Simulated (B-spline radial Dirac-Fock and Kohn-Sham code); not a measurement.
# Elastic scattering of electrons by F

Aim: how strongly F scatters electrons elastically, and to which angles, at 6 energies.

The numbers are computed with B-spline radial Dirac-Fock and Kohn-Sham code (version 3): Dirac partial waves in the static field of the Dirac-Fock density with Furness-McCarthy exchange, no polarisation or absorption.

## 1. The atom as given

Neutral fluorine, 1s2 2s2 2p5.

```
nuclear charge     : 9
electrons          : 9
mass number        : 19
nuclear rms radius : 2.8976 fm
```

## 2. 50.00 eV

Recorded inputs:

```ini
task = elastic
Z = 9
charge = 0
configuration = 1s2 2s2 2p5
mass_number = 19
rms_radius = 2.8976  # fm
projectile = electron
energy = 50  # eV
theta = [0, 1, 2, 3, 5, 7, 10, 15, 20, 25, 30, 40, 50, 60, 70, 80, 90, 100, 110, 120, 130, 140, 150, 160, 170, 180]  # deg
```

## 3. 300.0 eV

Recorded inputs:

```ini
task = elastic
projectile = electron
energy = 300  # eV
theta = [0, 1, 2, 3, 5, 7, 10, 15, 20, 25, 30, 40, 50, 60, 70, 80, 90, 100, 110, 120, 130, 140, 150, 160, 170, 180]  # deg
```

## 4. 1500 eV

Recorded inputs:

```ini
task = elastic
projectile = electron
energy = 1500  # eV
theta = [0, 1, 2, 3, 5, 7, 10, 15, 20, 25, 30, 40, 50, 60, 70, 80, 90, 100, 110, 120, 130, 140, 150, 160, 170, 180]  # deg
```

## 5. 5000 eV

Recorded inputs:

```ini
task = elastic
projectile = electron
energy = 5000  # eV
theta = [0, 1, 2, 3, 5, 7, 10, 15, 20, 25, 30, 40, 50, 60, 70, 80, 90, 100, 110, 120, 130, 140, 150, 160, 170, 180]  # deg
```

## 6. 30000 eV

Recorded inputs:

```ini
task = elastic
projectile = electron
energy = 30000  # eV
theta = [0, 1, 2, 3, 5, 7, 10, 15, 20, 25, 30, 40, 50, 60, 70, 80, 90, 100, 110, 120, 130, 140, 150, 160, 170, 180]  # deg
```

## 7. 200000 eV

Recorded inputs:

```ini
task = elastic
projectile = electron
energy = 200000  # eV
theta = [0, 1, 2, 3, 5, 7, 10, 15, 20, 25, 30, 40, 50, 60, 70, 80, 90, 100, 110, 120, 130, 140, 150, 160, 170, 180]  # deg
```

(Steps that only read results are left out.)

What does the calculation give? Wanted: largest Sherman function.

**Answer**, as computed:

| quantity | value |
| --- | --- |
| σ at 50.00 and 200000 eV | 12.5 and 0.0211 bohr² |
| backward share there | 35.8 and 0.00524 % |
| largest Sherman function | -0.023 at 120°, 200000 eV |

What this shows: The ratio of σ to the transport cross section, the collisions needed for the electron to lose its direction, goes from 1.2 at 50.00 eV to 840 at 200000 eV. Deep diffraction minima show in the angular distribution up to 50.00 eV. Spin polarisation by scattering stays small. Under about 200 eV a static field without polarisation is a poor model.
